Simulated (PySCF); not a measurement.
# Ways to converge the SCF of NaI⁺

Do solver options change the result for NaI⁺, or only the number of cycles?

The runs use PySCF 2.14.0; method and basis as typed in the scripts.

5 further runs of the same task are left out: 5 that didn't finish.

**1. The starting structure**

NaI⁺: 2 atoms, charge 1, spin multiplicity 2.

Bond lengths: Na1–I2 2.776 Å.

**2. The base run**

Input file input.py:

```python
from pyscf import gto, scf, mcscf, mrpt

mol = gto.M(
    atom='Na 0 0 0; I 0 0 2.776',
    basis='lanl2dz',
    ecp={'Na': 'lanl2dz', 'I': 'lanl2dz'},
    charge=1,
    spin=1,
    verbose=3,
)
mf = scf.ROHF(mol)
mf.kernel()
mc = mcscf.CASSCF(mf, 8, 7)
mc.kernel()
mc.analyze()
mrpt.NEVPT(mc).kernel()
mf.dip_moment()
print('orbital energies (hartree):', mf.mo_energy[..., max(0, mol.nelec[1]-3):mol.nelec[0]+3].round(4))
```

Command:

```bash
$ OMP_NUM_THREADS=1 python input.py
```

The log of this run is left out.

In short: E(SCF) = -11.154759 Eh, E(CAS) − E(SCF) = -0.01288 Eh, NEVPT2 = -0.00054 Eh.

The bond length is a typed value, not an optimised one. The dipole of an ion depends on the origin.

**3. Initial guess atom**

Variant 1 changes initial guess: minao → atom.

Input file input.py:

```python
from pyscf import gto, scf, mcscf, mrpt

mol = gto.M(
    atom='Na 0 0 0; I 0 0 2.776',
    basis='lanl2dz',
    ecp={'Na': 'lanl2dz', 'I': 'lanl2dz'},
    charge=1,
    spin=1,
    verbose=3,
)
mf = scf.ROHF(mol)
mf.init_guess = 'atom'
mf.kernel()
mc = mcscf.CASSCF(mf, 8, 7)
mc.kernel()
mc.analyze()
mrpt.NEVPT(mc).kernel()
mf.dip_moment()
print('orbital energies (hartree):', mf.mo_energy[..., max(0, mol.nelec[1]-3):mol.nelec[0]+3].round(4))
```

Command:

```bash
$ OMP_NUM_THREADS=1 python input.py
```

**4. Initial guess 1e**

Variant 2 changes initial guess: minao → 1e.

Changes to input.py since step 2:

```diff
@@ -11,2 +11,3 @@
 mf = scf.ROHF(mol)
+mf.init_guess = '1e'
 mf.kernel()
```

**5. Second-order solver on**

Variant 3 changes second-order solver: off → on.

Changes to input.py since step 2:

```diff
@@ -11,2 +11,3 @@
 mf = scf.ROHF(mol)
+mf = mf.newton()
 mf.kernel()
```

**6. Initial guess huckel**

Variant 4 changes initial guess: minao → huckel.

Changes to input.py since step 2:

```diff
@@ -11,2 +11,3 @@
 mf = scf.ROHF(mol)
+mf.init_guess = 'huckel'
 mf.kernel()
```

Q: Predict the outcome of this session. Wanted: for each run, E(SCF); from base; after the SCF.

The runs gave:

| run | E(SCF) (hartree) | from base (eV) | after the SCF |
| --- | --- | --- | --- |
| base | -11.154759 | 0 | NEVPT2 correlation -0.365 eV (from the SCF energy, the CASSCF gain included) |
| initial guess atom | -11.154759 | 0.0000 | NEVPT2 correlation -0.365 eV (from the SCF energy, the CASSCF gain included) |
| initial guess 1e | -11.154759 | 0.0000 | NEVPT2 correlation -0.365 eV (from the SCF energy, the CASSCF gain included) |
| second-order solver on | -11.154759 | 0.0000 | NEVPT2 correlation -0.365 eV (from the SCF energy, the CASSCF gain included) |
| initial guess huckel | -11.154759 | 0.0000 | NEVPT2 correlation -0.365 eV (from the SCF energy, the CASSCF gain included) |

What this shows: No change of the SCF energy comes from initial guess atom or initial guess 1e or second-order solver on or initial guess huckel.
